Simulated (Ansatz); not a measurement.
**GeAsH₃ (triplet): the correlation ladder, cc-pVDZ**

The task here is to estimate one member of a computed series from the others.

Program: Ansatz 0.2.0, Gaussian basis. Level of theory: cc-pVDZ, core rule «outside noble gas», up to 28 orbitals frozen. These are calculated values, not measurements.

Plan: UHF; CCSD(T) on ROHF; CCSD(T) on UHF; BCCD(T) on ROHF; CISD; CCSDT(Q) on ROHF; CCSDT(Q) on UHF; CASSCF and MRCISD+Q, 12 electrons in 11 orbitals; CASSCF and NEVPT2, 12 electrons in 11 orbitals.

3 further runs of the same task are left out: 3 set aside as unsound or not needed.

## What is computed

The geometry is a PBE0/def2-TZVP stationary point (not a proven minimum) of the parent state, kept for this charge and spin. No spin-orbit coupling is included. The filled d shell of Ge, As may be among the frozen orbitals whatever the setting's name suggests; the logs give the count.

5 atoms, charge 0, spin multiplicity 3.

Atoms are counted from 1 here; the program's logs count them from 0.

Bond lengths: Ge1–As2 2.251 Å, Ge1–H3 1.846 Å, Ge1–H4 1.555 Å, Ge1–H5 1.555 Å, As2–H3 1.673 Å. Angles: As2–Ge1–H3 46.9°, As2–Ge1–H4 126.3°, As2–Ge1–H5 126.3°, H3–Ge1–H4 108.3°, H3–Ge1–H5 108.3°, H4–Ge1–H5 105.5°, Ge1–As2–H3 53.7°, Ge1–H3–As2 79.4°.

As a file:

```xyz
5

Ge   -0.0184    0.0000    1.1160
As   -0.0047    0.0000   -1.1350
H     1.3379    0.0000   -0.1370
H     0.1701    1.2375    2.0381
H     0.1701   -1.2375    2.0381
```

The first run:

File in.yaml:

```yaml
crystal:
  periodic: [false, false, false]
  atoms:
    - {symbol: Ge, position_ang: [-0.018407, 0.000000, 1.115960]}
    - {symbol: As, position_ang: [-0.004730, 0.000000, -1.134971]}
    - {symbol: H, position_ang: [1.337856, 0.000000, -0.136995]}
    - {symbol: H, position_ang: [0.170146, 1.237454, 2.038120]}
    - {symbol: H, position_ang: [0.170145, -1.237455, 2.038119]}
basis:
  gaussian: {orbitals: cc-pVDZ}
magnetization: {spin_polarized: true, initial_magnetization: 2}
hamiltonian: {xc: hf}
output: {orbitals: {seedname: orbitals}}
```

The run is started by

```sh
ansatz run in.yaml --threads 1 --pin off --events-out ev --progress --plain --max-ram 2816MiB --backend cpu
```

Steps of the session up to this table: UHF; CCSD(T) on ROHF; CCSD(T) on UHF; BCCD(T) on ROHF; CISD; CCSDT(Q) on ROHF; CCSDT(Q) on UHF; CASSCF and MRCISD+Q, 12 electrons in 11 orbitals; CASSCF and NEVPT2, 12 electrons in 11 orbitals.

One of the session's tables, all rows but one given; the rest of the session is left out.

| method | from UCCSDT(Q) (kJ/mol) |
| --- | --- |
| ROHF | +629.5 |
| UHF | +603.7 |
| RMP2 | +119.3 |
| UMP2 | +125.6 |
| CISD | +78.2 |
| RCCSD | +25.0 |
| UCCSD | +23.7 |
| RCCSD(T) | +4.9 |
| UCCSD(T) | +4.6 |
| BCCD(T) | +4.9 |
| RCCSDT | ? |
| UCCSDT | +1.1 |
| RCCSDT(Q) | +0.6 |
| UCCSDT(Q) | 0 |
| CASSCF valence | +418.3 |
| NEVPT2 valence | +100.5 |
| MRCISD valence | +35.0 |
| MRCISD+Q valence | +3.8 |

**Question.** Estimate the row for RCCSDT.

**Answer.** from UCCSDT(Q) (kJ/mol): +1.8. In the column «from UCCSDT(Q) (kJ/mol)» it lies between UCCSDT (+1.1) and MRCISD+Q valence (+3.8).

Some runs used a GPU and others CPU threads alone; cost is compared among the CPU runs only.

Among the levels timed on like hardware, those that no quicker one beats, quickest first: CISD (6 s, +78.2 kJ/mol); BCCD(T) (9 s, +4.9 kJ/mol); UCCSD(T) (12 s, +4.6 kJ/mol).

Caveats from the session: Of the multireference levels listed MRCISD+Q valence comes nearest in total energy (+3.8 kJ/mol), which doesn't show that its space is the better one. Restricted and unrestricted rows rest on different reference determinants; where their highest levels disagree by more than a few hundredths of an eV, they describe different states and don't form one ladder.
